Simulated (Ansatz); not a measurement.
# GaCl3 (SMILES [Cl][Ga]([Cl])[Cl]) at B3LYP/aug-cc-pVDZ

What is the electronic atomisation energy of GaCl3 at B3LYP/aug-cc-pVDZ? 

The results are computed with Ansatz 0.2.0.

23 further runs of the same task are left out: 1 that didn't finish, 22 set aside as unsound or not needed.

### 1 The system as given

The species is GaCl3 (4 atoms), meant as a singlet with charge 0. As SMILES, `[Cl][Ga]([Cl])[Cl]`. The coordinates come from a PBE0-D4/def2-TZVP relaxation.

Bond lengths: Cl1–Ga2 2.112 Å, Ga2–Cl3 2.112 Å, Ga2–Cl4 2.112 Å. Angles: Cl1–Ga2–Cl3 120.0°, Cl1–Ga2–Cl4 120.0°, Cl3–Ga2–Cl4 120.0°.

### 2 The energy at B3LYP/aug-cc-pVDZ

File in.yaml:

```yaml
crystal:
  periodic: [false, false, false]
  atoms:
    - {symbol: Cl, position_ang: [0.866700, 0.371400, 1.887500]}
    - {symbol: Ga, position_ang: [0.013800, -0.015100, -0.005100]}
    - {symbol: Cl, position_ang: [-0.090300, -1.995000, -0.731600]}
    - {symbol: Cl, position_ang: [-0.734700, 1.578300, -1.171100]}
basis:
  gaussian:
    orbitals: aug-cc-pVDZ
hamiltonian:
  xc: {name: B3LYP}
accuracy: high
output: {orbitals: {seedname: orbitals}}
```

Launch:

```console
$ ansatz run in.yaml --threads 1 --pin off --max-ram 3480MiB --events-out events.jsonl --progress --plain --runs-dir runs
```

Output:

```text
Warning: RAYON_NUM_THREADS=1 ignored (pool sized by the plan → 1); use --threads N
Functional definition: B3LYP
  name "B3LYP"
  parameter a0 = 0.2
  parameter ax = 0.72
  parameter ac = 0.81
  exchange = (1 - a0 - ax)*slater_x + ax*b88_x + a0*exact_x
  correlation = (1 - ac)*vwn_rpa_c + ac*lyp_c
2315 factors; integrals over basis functions are off by at most 3.7e-9 eV
mean field evaluation 1: about -89950.9874 eV, gradient 2.4e1 eV
mean field evaluation 2: about -89950.2852 eV, gradient 2.9e1 eV
mean field evaluation 4: about -89952.5005 eV, gradient 3.5e-1 eV
mean field evaluation 8: about -89952.5617 eV, gradient 2.0e-2 eV
mean field evaluation 16: about -89952.5617 eV, gradient 2.5e-7 eV
mean field -89952.56168590 eV, -3305.6956699206 hartree, gradient 6.8e-8 eV, S^2 0.000000; 0 other end points of the search recorded, 0 dependent functions left out
reference -89952.56172234 eV, -3305.6956712597 hartree; 41, 41 occupied and 76, 76 virtual orbitals, 2315 factors
Total energy: -89952.56172234 eV, -3305.6956712597 hartree
```

It took 34 s on 1 thread of Arm Neoverse N1, shared host; peak memory 0.52 GiB.

### 3 The Cl atom at the same level

File input.yaml:

```yaml
crystal:
  periodic: [false, false, false]
  atoms:
    - {symbol: Cl, position_ang: [0.000000, 0.000000, 0.000000]}
basis:
  gaussian: {orbitals: aug-cc-pVDZ}
magnetization: {spin_polarized: true, initial_magnetization: 1}
hamiltonian: {xc: {name: B3LYP}}
accuracy: high
```

Run the same way, it converges to -460.16147 Eh (log not shown).

### 4 The Ga atom, same level

File in.yaml:

```yaml
crystal:
  periodic: [false, false, false]
  atoms:
    - {symbol: Ga, position_ang: [0.000000, 0.000000, 0.000000]}
basis:
  gaussian:
    orbitals: aug-cc-pVDZ
hamiltonian:
  xc: {name: B3LYP}
magnetization:
  spin_polarized: true
  initial_magnetization: 1
accuracy: high
```

Launch:

```console
$ ansatz run in.yaml --threads 1 --pin off --max-ram 3480MiB --events-out events.jsonl --progress --plain --runs-dir runs
```

Output:

```text
Warning: RAYON_NUM_THREADS=1 ignored (pool sized by the plan → 1); use --threads N
[... 7 set-up lines as earlier in the session ...]
347 factors; integrals over basis functions are off by at most 3.6e-9 eV
mean field evaluation 1: about -52377.2978 eV, gradient 2.2e0 eV
mean field evaluation 2: about -52377.3394 eV, gradient 4.7e-1 eV
mean field evaluation 4: about -52377.3351 eV, gradient 4.8e-1 eV
mean field evaluation 8: about -52377.3364 eV, gradient 1.8e-3 eV
mean field evaluation 16: about -52377.3364 eV, gradient 3.6e-9 eV
mean field evaluation 32: about -52377.3361 eV, gradient 1.7e-1 eV
mean field -52377.33642935 eV, -1924.8316111449 hartree, gradient 3.3e-9 eV, S^2 0.752287; 1 other end points of the search recorded, 0 dependent functions left out
reference -52377.33645812 eV, -1924.8316122021 hartree; 16, 15 occupied and 20, 21 virtual orbitals, 347 factors
Total energy: -52377.33645812 eV, -1924.8316122021 hartree
```

It took 6.6 s on 1 thread of Arm Neoverse N1, shared host; peak memory 0.11 GiB.

### 5 Outcome

At B3LYP/aug-cc-pVDZ:

| quantity | value |
| --- | --- |
| molecule: total energy | -3305.69567 Eh |
| molecule: HOMO energy | -9.20 eV |
| molecule: LUMO energy | -2.49 eV |
| molecule: HOMO–LUMO gap | 6.72 eV |
| Cl atom: total energy | -460.16147 Eh |
| Cl atom: ⟨S²⟩ | 0.752 |
| Ga atom: total energy | -1924.83161 Eh |
| Ga atom: ⟨S²⟩ | 0.752 |
| electronic atomisation energy | 10.330 eV |

Taking the molecule apart into free atoms costs 10.33 eV (238 kcal/mol), before zero-point energy and without spin-orbit coupling.
